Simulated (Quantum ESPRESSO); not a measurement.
# AlIn (P6/mmm) in Quantum ESPRESSO: energy-loss spectrum with PBEsol

Aim: the energy-loss spectrum of AlIn with PBEsol.

All numbers are computed with Quantum ESPRESSO 7.5; they aren't measurements. Logs are shortened: lines on timing, memory, paths and dates and some standing lists are left out, and cuts for length are marked.

## 1. The structure

The structure is hexagonal, space group P6/mmm (No. 191). The conventional cell has a = 3.054 Å, b = 3.054 Å, c = 5.828 Å, α = 90.00°, β = 90.00°, γ = 120.00°. Al (site symmetry 6/mmm) has 2 In at 2.91 Å and 6 Al at 3.05 Å as nearest neighbours. In (site symmetry 6/mmm) has 2 Al at 2.91 Å and 6 In at 3.05 Å as nearest neighbours.

The cell was built by a generator and needn't be a form met in nature.

## 2. Energy-loss spectrum, PBEsol

The input, pw.in:

```
&CONTROL
  calculation = 'scf'
  prefix = 'pwscf'
  outdir = './tmp'
  pseudo_dir = './pseudo'
  tprnfor = .true.
  tstress = .true.
  disk_io = 'low'
/
&SYSTEM
  ibrav = 0
  celldm(1) = 8
  nat = 2
  ntyp = 2
  ecutwfc = 70
  nbnd = 14
  occupations = 'smearing'
  smearing = 'mp'
  degauss = 0.00999582
/
&ELECTRONS
  conv_thr = 4d-10
  electron_maxstep = 120
  mixing_beta = 0.5
/
ATOMIC_SPECIES
Al    26.9815 Al.upf
In   114.8180 In.upf
CELL_PARAMETERS alat
  0.7214336561254   0.0000000000000   0.0000000000000
 -0.3607180091415   0.6247812513238   0.0000000000000
  0.0000000000000   0.0000000000000   1.3766702061052
ATOMIC_POSITIONS crystal
Al     0.0000000000    0.0000000000    0.0000000000
In     0.0000000000    0.0000000000    0.5000000000
K_POINTS automatic
8 8 4 0 0 0
```

The input, scf2.in:

```
&CONTROL
  calculation = 'scf'
  prefix = 'pwscf'
  outdir = './tmp'
  pseudo_dir = './pseudo'
  tprnfor = .true.
  tstress = .true.
  disk_io = 'low'
/
&SYSTEM
  ibrav = 0
  celldm(1) = 8
  nat = 2
  ntyp = 2
  ecutwfc = 70
  nbnd = 14
  occupations = 'smearing'
  smearing = 'mp'
  degauss = 0.00999582
/
&ELECTRONS
  conv_thr = 1d-11
  electron_maxstep = 120
  mixing_beta = 0.5
  startingpot = 'file'
  startingwfc = 'file'
/
ATOMIC_SPECIES
Al    26.9815 Al.upf
In   114.8180 In.upf
CELL_PARAMETERS alat
  0.7214336561254   0.0000000000000   0.0000000000000
 -0.3607180091415   0.6247812513238   0.0000000000000
  0.0000000000000   0.0000000000000   1.3766702061052
ATOMIC_POSITIONS crystal
Al     0.0000000000    0.0000000000    0.0000000000
In     0.0000000000    0.0000000000    0.5000000000
K_POINTS automatic
8 8 4 0 0 0
```

The input, eels.in:

```
&LR_INPUT
  prefix = 'pwscf'
  outdir = './tmp'
  restart_step = 5000
  restart = .false.
/
&LR_CONTROL
  calculator = 'lanczos'
  approximation = 'RPA_with_CLFE'
  q1 = 0.4042616107
  q2 = 0
  q3 = 0
  itermax = 400
/
```

The input, spectrum.in:

```
&LR_INPUT
  prefix = 'pwscf'
  outdir = './tmp'
  eels = .true.
  itermax0 = 400
  itermax = 20000
  extrapolation = 'osc'
  epsil = 0.05
  units = 1
  start = 0
  end = 40
  increment = 0.2
/
```

The input, spectrum_short.in:

```
&LR_INPUT
  prefix = 'pwscf'
  outdir = './tmp'
  eels = .true.
  itermax0 = 266
  itermax = 20000
  extrapolation = 'osc'
  epsil = 0.05
  units = 1
  start = 0
  end = 40
  increment = 0.2
/
```

Potentials or basis: PseudoDojo 0.4.1 SR PBEsol standard.

Launch:

```sh
> OMP_NUM_THREADS=1 pw.x -in pw.in > pw.out
> OMP_NUM_THREADS=1 pw.x -in scf2.in > scf2.out
> OMP_NUM_THREADS=1 turbo_eels.x -in eels.in > eels.out
> OMP_NUM_THREADS=1 turbo_spectrum.x -in spectrum.in > spectrum.out
> OMP_NUM_THREADS=1 turbo_spectrum.x -in spectrum_short.in > spectrum_short.out
```

pw.out:

```text
This program is part of the open-source Quantum ESPRESSO suite
     for quantum simulation of materials; please cite
[... 9 lines left out ...]
     --------------------
     sticks:   dense  smooth     PW     G-vecs:    dense   smooth      PW
     Sum         649     649    211                25223    25223    4599

     Using Slab Decomposition

     bravais-lattice index     =            0
     lattice parameter (alat)  =       8.0000  a.u.
     unit-cell volume          =     317.7052 (a.u.)^3
     number of atoms/cell      =            2
     number of atomic types    =            2
     number of electrons       =        16.00
     number of Kohn-Sham states=           14
     kinetic-energy cutoff     =      70.0000  Ry
     charge density cutoff     =     280.0000  Ry
     scf convergence threshold =      4.0E-10
     mixing beta               =       0.5000
     number of iterations used =            8  plain     mixing
     Exchange-correlation= PBESOL
                           (   1   4  10   8   0   0   0)

     celldm(1)=   8.000000  celldm(2)=   0.000000  celldm(3)=   0.000000
     celldm(4)=   0.000000  celldm(5)=   0.000000  celldm(6)=   0.000000

     crystal axes: (cart. coord. in units of alat)
               a(1) = (   0.721434   0.000000   0.000000 )
               a(2) = (  -0.360718   0.624781   0.000000 )
               a(3) = (   0.000000   0.000000   1.376670 )

     reciprocal axes: (cart. coord. in units 2 pi/alat)
               b(1) = (  1.386129  0.800283 -0.000000 )
               b(2) = (  0.000000  1.600560  0.000000 )
               b(3) = (  0.000000 -0.000000  0.726390 )

     PseudoPot. # 1 for Al read from file:
     Al.upf
     Pseudo is Norm-conserving + core correction, Zval =  3.0
     Generated using ONCVPSP code by D. R. Hamann
     Using radial grid of 1876 points,  6 beta functions with:
                l(1) =   0
                l(2) =   0
                l(3) =   1
                l(4) =   1
                l(5) =   2
                l(6) =   2

     PseudoPot. # 2 for In read from file:
     In.upf
     Pseudo is Norm-conserving + core correction, Zval = 13.0
     Generated using ONCVPSP code by D. R. Hamann
     Using radial grid of 1940 points,  6 beta functions with:
                l(1) =   0
                l(2) =   0
                l(3) =   1
                l(4) =   1
                l(5) =   2
                l(6) =   2

     atomic species   valence    mass     pseudopotential
     Al                3.00    26.98150     Al( 1.00)
     In               13.00   114.81800     In( 1.00)

      4 Sym. Ops., with inversion, found

   Cartesian axes

     site n.     atom                  positions (alat units)
         1        Al     tau(   1) = (   0.0000000   0.0000000   0.0000000  )
         2        In     tau(   2) = (   0.0000000   0.0000000   0.6883351  )

     number of k points=   102  Methfessel-Paxton smearing, width (Ry)=  0.0100

     Number of k-points >= 100: set verbosity='high' to print them.

     Dense  grid:    25223 G-vectors     FFT dimensions: (  32,  32,  60)

     Initial potential from superposition of free atoms

     starting charge      15.9942, renormalised to      16.0000
     Starting wfcs are   13 randomized atomic wfcs +    1 random wfcs

     Self-consistent Calculation

     iteration #  1     ecut=    70.00 Ry     beta= 0.50
     Davidson diagonalization with overlap
     ethr =  1.00E-02,  avg # of iterations =  5.0

     Threshold (ethr) on eigenvalues was too large:
     Diagonalizing with lowered threshold

     Davidson diagonalization with overlap
     ethr =  1.12E-04,  avg # of iterations =  5.0

     total energy              =    -137.19177668 Ry
     estimated scf accuracy    <       0.01870682 Ry

     iteration #  2     ecut=    70.00 Ry     beta= 0.50
     Davidson diagonalization with overlap
     ethr =  1.17E-04,  avg # of iterations =  2.3

     total energy              =    -137.19492600 Ry
     estimated scf accuracy    <       0.00592010 Ry

     iteration #  3     ecut=    70.00 Ry     beta= 0.50
     Davidson diagonalization with overlap
     ethr =  3.70E-05,  avg # of iterations =  2.3

     total energy              =    -137.19605831 Ry
     estimated scf accuracy    <       0.00070846 Ry

     iteration #  4     ecut=    70.00 Ry     beta= 0.50
     Davidson diagonalization with overlap
     ethr =  4.43E-06,  avg # of iterations =  2.4

     total energy              =    -137.19612409 Ry
     estimated scf accuracy    <       0.00005005 Ry

     iteration #  5     ecut=    70.00 Ry     beta= 0.50
     Davidson diagonalization with overlap
     ethr =  3.13E-07,  avg # of iterations =  3.9

     total energy              =    -137.19613267 Ry
     estimated scf accuracy    <       0.00000105 Ry

     iteration #  6     ecut=    70.00 Ry     beta= 0.50
     Davidson diagonalization with overlap
     ethr =  6.56E-09,  avg # of iterations =  3.6

     total energy              =    -137.19613306 Ry
     estimated scf accuracy    <       0.00000002 Ry

     iteration #  7     ecut=    70.00 Ry     beta= 0.50
     Davidson diagonalization with overlap
     ethr =  1.44E-10,  avg # of iterations =  3.4

     total energy              =    -137.19613307 Ry
     estimated scf accuracy    <          1.2E-09 Ry

     iteration #  8     ecut=    70.00 Ry     beta= 0.50
     Davidson diagonalization with overlap
     ethr =  7.36E-12,  avg # of iterations =  2.6

     End of self-consistent calculation

     Number of k-points >= 100: set verbosity='high' to print the bands.

     the Fermi energy is     8.1737 ev

!    total energy              =    -137.19613307 Ry
     estimated scf accuracy    <          2.0E-10 Ry
     smearing contrib. (-TS)   =      -0.00039862 Ry
     internal energy E=F+TS    =    -137.19573445 Ry

     The total energy is F=E-TS. E is the sum of the following terms:
     one-electron contribution =     -64.84846626 Ry
     hartree contribution      =      43.57567752 Ry
     xc contribution           =     -41.70860240 Ry
     ewald contribution        =     -74.21434331 Ry

     convergence has been achieved in   8 iterations

     Forces acting on atoms (cartesian axes, Ry/au):

     atom    1 type  1   force =     0.00000000    0.00000000    0.00000000
     atom    2 type  2   force =     0.00000000    0.00000000    0.00000000

     Total force =     0.000000     Total SCF correction =     0.000000

     Computing stress (Cartesian axis) and pressure

          total   stress  (Ry/bohr**3)                   (kbar)     P=      -23.34
  -0.00014126  -0.00000001   0.00000000          -20.78       -0.00        0.00
  -0.00000001  -0.00014124   0.00000000           -0.00      -20.78        0.00
   0.00000000   0.00000000  -0.00019355            0.00        0.00      -28.47

=------------------------------------------------------------------------------=
   JOB DONE.
=------------------------------------------------------------------------------=
```

eels.out:

```text
This program is part of the open-source Quantum ESPRESSO suite
     for quantum simulation of materials; please cite
         "P. Giannozzi et al., J. Phys.:Condens. Matter 21 395502 (2009);
         "P. Giannozzi et al., J. Phys.:Condens. Matter 29 465901 (2017);
         "P. Giannozzi et al., J. Chem. Phys. 152 154105 (2020);
     in publications or presentations arising from this work. More details at

[... 337 lines left out ...]
     gamma(00000400)= 35.230346
     z1=       1 -0.923782564795561E-02 -0.123080008864876E-10
     End of Lanczos iterations

     Finished linear response calculation...

     US routines

     EELS routines

=------------------------------------------------------------------------------=
   JOB DONE.
=------------------------------------------------------------------------------=
```

Wall time 53 min (1 thread of Intel Xeon at 2.50GHz (Skylake/Cascade Lake), shared host); peak memory 1.4 GiB.

Results:

```
Free energy                      : -1866.6485 eV
Pressure                         : -2.3 GPa
Band gap on the k mesh           : none (metal or under the smearing width)
Peak of the energy-loss function : 13.2 eV
```

Levels at points of the mesh, in eV from the Fermi level:
| k point | band 6 | band 7 | band 8 | band 9 | band 10 | band 11 |
| --- | --- | --- | --- | --- | --- | --- |
| (0.00, 0.00, 0.00) | -9.66 | -5.61 | -3.99 | 7.47 | 9.20 | 10.04 |
| (0.00, 0.00, -0.50) | -8.92 | -7.97 | 0.66 | 1.24 | 10.66 | 10.66 |
| (0.00, -0.50, 0.00) | -4.26 | -3.59 | -0.60 | 0.06 | 0.12 | 3.40 |
| (0.00, -0.50, -0.50) | -3.28 | -3.13 | -2.72 | -2.28 | 5.17 | 5.70 |
| (-0.50, 0.00, 0.00) | -4.26 | -3.59 | -0.60 | 0.06 | 0.12 | 3.40 |
| (-0.50, 0.00, -0.50) | -3.28 | -3.13 | -2.72 | -2.28 | 5.17 | 5.70 |
| (-0.50, -0.50, 0.00) | -4.26 | -3.59 | -0.60 | 0.06 | 0.12 | 3.40 |
| (-0.50, -0.50, -0.50) | -3.28 | -3.13 | -2.72 | -2.28 | 5.17 | 5.70 |

Energy-loss function at q = [0.6, 0.0, 0.0] (Å⁻¹, cartesian):
```
energy (eV)   loss
        0.0  0.000
        1.8  0.015
        3.4  0.052
        5.2  0.079
        7.0  0.114
        8.6  0.194
       10.4  0.474
       12.2  1.899
       13.8  2.882
       15.6  1.067
       17.4  0.638
       19.0  0.467
       20.8  0.349
       22.4  0.303
       24.2  0.281
       26.0  0.244
       27.6  0.202
       29.4  0.174
       31.2  0.167
       32.8  0.164
       34.6  0.156
       36.4  0.153
       38.0  0.157
       39.8  0.155
```

Caveat: the Lanczos chain is short for so many electrons, so humps in the spectrum may be artefacts.
